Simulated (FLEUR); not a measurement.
**NbTe: single point with PBE**

The system is NbTe.

```
Te Nb
1.0
     3.70297    0.00000    0.00000
    -1.85149    3.20687    0.00000
     0.00000    0.00000    3.69421
Te Nb
1 1
Direct
  0.66667 0.33333 0.00000
  0.00000 0.00000 0.50000
```

The cell comes from a database or a generator and needn't be the stable form of this composition.

```
Program             : FLEUR MaX-R8.1 (later development tree)
Task                : single point
Functional          : PBE
Potentials or basis : all-electron
Basis               : FLAPW
Kmax                : 4.22 1/bohr
k mesh              : 8 × 8 × 7
Occupations         : fermi-dirac, width 0.05 eV
Spin                : no spin polarisation
```

```yaml
Band_gap_on_the_k_mesh: none (metal or under the smearing width)
Valence_electrons_inside_the_program's_atomic_spheres: Te 19.19; Nb 11.16 (radii Te 2.32, Nb 2.58 bohr)
```

Levels at points of the mesh, in eV from the Fermi level:
```
           k point  band 14  band 15  band 16  band 17  band 18  band 19  band 20  band 21  band 22  band 23
(0.00, 0.00, 0.00)    -3.16    -3.16    -3.00    -2.35     0.13     0.13     2.43     2.43     2.85     5.95
(0.00, 0.50, 0.00)    -7.19    -3.84    -2.64    -2.61    -0.20     1.22     1.49     3.02     3.82     5.75
```

Core levels (eV from the Fermi level):
```tsv
atom	levels
1 Te	1s1/2 -31604.1, 2s1/2 -4842.1, 2p1/2 -4536.3, 2p3/2 -4261.8, 3s1/2 -960.9, 3p1/2 -835.2, 3p3/2 -784.0, 4s1/2 -160.7, 3d3/2 -562.4, 3d5/2 -551.7
2 Nb	1s1/2 -18797.3, 2s1/2 -2626.6, 2p1/2 -2410.1, 2p3/2 -2314.4, 3s1/2 -436.1, 3p1/2 -354.6, 3p3/2 -339.1, 3d3/2 -195.3, 3d5/2 -192.4
```

Wall time 87 s on 1 thread of Arm Neoverse V2, with other jobs on the host, peak memory 0.08 GiB.

The run has no spin-orbit coupling, so splittings on Te are missing.
